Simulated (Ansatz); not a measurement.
# CH₃Ga (singlet): wave-function methods side by side, cc-pVTZ

An exercise on one series of results from a longer session: the logs are not shown, and one member is left open.

Computed with Ansatz 0.2.0, Gaussian basis. Level: cc-pVTZ, core rule «outside noble gas», up to 15 orbitals frozen.

Plan: UHF; CCSD(T) on RHF; BCCD(T) on RHF; CCSDT(Q) on RHF; CASSCF and NEVPT2, 10 electrons in 11 orbitals.

3 further runs of the same task are left out: 2 for a known fault of the program, 1 set aside as unsound or not needed.

## What is computed

The geometry is a PBE0/def2-TZVP stationary point (not a proven minimum). No spin-orbit coupling is included. The filled d shell of Ga may be among the frozen orbitals whatever the setting's name suggests; the logs give the count.

5 atoms, charge 0, spin multiplicity 1.

Atoms are counted from 1 here; the program's logs count them from 0.

Bond lengths: C1–Ga2 2.035 Å, C1–H3 1.097 Å, C1–H4 1.097 Å, C1–H5 1.097 Å. Angles: Ga2–C1–H3 111.3°, Ga2–C1–H4 111.3°, Ga2–C1–H5 111.3°, H3–C1–H4 107.6°, H3–C1–H5 107.6°, H4–C1–H5 107.6°.

The first run:

in.yaml

```yaml
crystal:
  periodic: [false, false, false]
  atoms:
    - {symbol: C, position_ang: [-1.659818, -0.017478, -0.000395]}
    - {symbol: Ga, position_ang: [0.375183, 0.003951, 0.000089]}
    - {symbol: H, position_ang: [-2.068843, 0.999956, 0.001262]}
    - {symbol: H, position_ang: [-2.052900, -0.534005, 0.883440]}
    - {symbol: H, position_ang: [-2.052511, -0.530967, -0.886170]}
basis:
  gaussian: {orbitals: cc-pVTZ}
magnetization: {spin_polarized: true, initial_magnetization: 0}
hamiltonian: {xc: hf}
output: {orbitals: {seedname: orbitals}}
```

On the command line:

```console
ansatz run in.yaml --threads 1 --pin off --events-out ev --progress --plain --max-ram 2816MiB --backend cpu
```

Among the steps run: UHF; CCSD(T) on RHF; BCCD(T) on RHF; CCSDT(Q) on RHF; CASSCF and NEVPT2, 10 electrons in 11 orbitals.

One of the session's tables, all rows but one given; the rest of the session is left out.

It belongs to the step «Misses and costs». 

```
        method  from RCCSDT(Q) (kJ/mol)
           RHF                   +720.2
          RMP2                    +96.9
         RCCSD                    +27.0
      RCCSD(T)                        ?
       BCCD(T)                     +2.3
        RCCSDT                     +1.0
     RCCSDT(Q)                        0
CASSCF valence                   +420.5
NEVPT2 valence                   +102.1
```

**Question.** Estimate the row for RCCSD(T).

**Answer.** from RCCSDT(Q) (kJ/mol): +2.5. In the column «from RCCSDT(Q) (kJ/mol)» it lies between BCCD(T) (+2.3) and RCCSD (+27.0).

With the free atoms at the same levels and basis (separate runs), the atomisation energy is 15.813 eV at RCCSDT(Q), 15.809 eV at RCCSD(T), 12.087 eV at RHF.
